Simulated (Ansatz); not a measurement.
# C2HClF2Si: small, medium and large basis sets

How large a basis does C2HClF2Si need? Two functionals are run in growing sets.

Method: one geometry, several basis sets; program: Ansatz 0.2.0, Gaussian basis.

Plan: PBE0-D4/def2-SVP; ωB97M-V/def2-SVP; PBE0-D4/def2-QZVPP; ωB97M-V/def2-QZVPP; the functionals' def2-TZVPP values are taken from earlier runs.

## Step 1: Structure used throughout

All runs share one geometry, relaxed beforehand with PBE0-D4 in a triple-zeta def2 set.

SMILES `C#C[Si](F)(F)Cl`, 7 atoms, charge 0, spin multiplicity 1.

Atoms are counted from 1 here; the program's logs count them from 0.

Bond lengths: C1–C2 1.204 Å, C1–H7 1.067 Å, C2–Si3 1.796 Å, Si3–F4 1.574 Å, Si3–F5 1.574 Å, Si3–Cl6 2.013 Å. Angles: C2–C1–H7 179.9°, C1–C2–Si3 179.2°, C2–Si3–F4 110.0°, C2–Si3–F5 110.0°, C2–Si3–Cl6 111.5°, F4–Si3–F5 107.4°, F4–Si3–Cl6 108.9°, F5–Si3–Cl6 108.9°.

## Step 2: PBE0-D4 in def2-SVP

in.yaml reads:

```yaml
crystal:
  periodic: [false, false, false]
  atoms:
    - {symbol: C, position_ang: [0.493997, -1.811541, 0.694795]}
    - {symbol: C, position_ang: [0.205687, -0.737459, 0.233485]}
    - {symbol: Si, position_ang: [-0.226634, 0.873191, -0.432414]}
    - {symbol: F, position_ang: [-1.481308, 0.747352, -1.374354]}
    - {symbol: F, position_ang: [0.960451, 1.432868, -1.301255]}
    - {symbol: Cl, position_ang: [-0.640529, 2.191263, 1.032189]}
    - {symbol: H, position_ang: [0.749538, -2.763774, 1.101753]}
basis:
  gaussian: {orbitals: def2-SVP}
hamiltonian: {xc: pbe0, dispersion: d4}
output: {orbitals: {seedname: orbitals}}
```

Launch:

```
ansatz run in.yaml --threads 4 --pin off --events-out ev --progress --plain --max-ram 10444MiB
```

After this run come: ωB97M-V in def2-SVP; PBE0-D4 in def2-QZVPP; ωB97M-V in def2-QZVPP.

**Question.** What will the summary of the whole plan be? Wanted: PBE0-D4: double and triple zeta above quadruple; ωB97M-V: double and triple zeta above quadruple.

The runs gave:

| quantity | value |
| --- | --- |
| PBE0-D4: double and triple zeta above quadruple | 17.78, 1.06 eV |
| ωB97M-V: double and triple zeta above quadruple | 17.85, 0.99 eV |

For PBE0-D4 the step from double to triple zeta gains 16.72 eV and the next only 1.06 eV. Total energies overstate the basis error of differences, where much of it tends to cancel.
